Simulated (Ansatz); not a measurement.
# WC: the cost of one run

Program: Ansatz 0.2.0. Level of theory: DFT PBEsol, scalar-relativistic. These are calculated values, not measurements.

## Step 1: The starting structure

The structure is hexagonal, space group P-6m2 (No. 187). Conventional cell: a = 2.901 Å, b = 2.901 Å, c = 2.829 Å, α = 90.00°, β = 90.00°, γ = 120.00°. W (site symmetry -6m2) is surrounded by 6 C at 2.19 Å. Around C (site symmetry -6m2) lie 6 W at 2.19 Å.

Structure file:

```
W C
1.0
     2.90050    0.00000    0.00000
    -1.45025    2.51191    0.00000
     0.00000    0.00000    2.82900
W C
1 1
Direct
  0.00000 0.00000 0.00000
  0.66667 0.33333 0.50000
```

Atoms are numbered in the order of the input: W1, C2.

## Step 2: The deformed structure

Space group P-6m2 before, P-6m2 after.

## Step 3: Full-potential LAPW

input.yaml

```yaml
crystal:
  lattice:
    - [2.8714964216, 0.0, 0.0]
    - [-1.4357482108, 2.486788848, 0.0]
    - [0.0, 0.0, 2.829]
  atoms:
    - { symbol: W, position: [0.0, 0.0, 0.0] }
    - { symbol: C, position: [0.6666666667, 0.3333333333, 0.5] }
kpoints:
  mp_grid: { grid: [14, 14, 13] }
  band_path:
    path:
      - [0.0, 0.0, 0.0]
      - [0.5, 0.0, 0.0]
      - [0.3333333333, 0.3333333333, 0.0]
      - [0.0, 0.0, 0.0]
      - [0.0, 0.0, 0.5]
      - [0.5, 0.0, 0.5]
      - [0.3333333333, 0.3333333333, 0.5]
      - [0.0, 0.0, 0.5]
      - [0.5, 0.0, 0.5]
    npoints: 5
scf:
  occupations: { method: fermi_dirac, width: 0.05 }
hamiltonian:
  xc: pbesol
  pseudopotentials: { kind: all_electron, lapw: { basis_error: 0.0005 } }
output:
  forces: true
  stress: true
  eigenvalues: true
```

Run with:

```console
ansatz run input.yaml --threads 1 --pin off --max-ram 3072MiB --backend cpu --events-out ev --progress --plain --runs-dir out
```

**Question.** How long does this run take on 1 thread of Arm Neoverse V1, shared host, and how much memory does it need?

About 76 s, with a peak of 0.54 GiB.
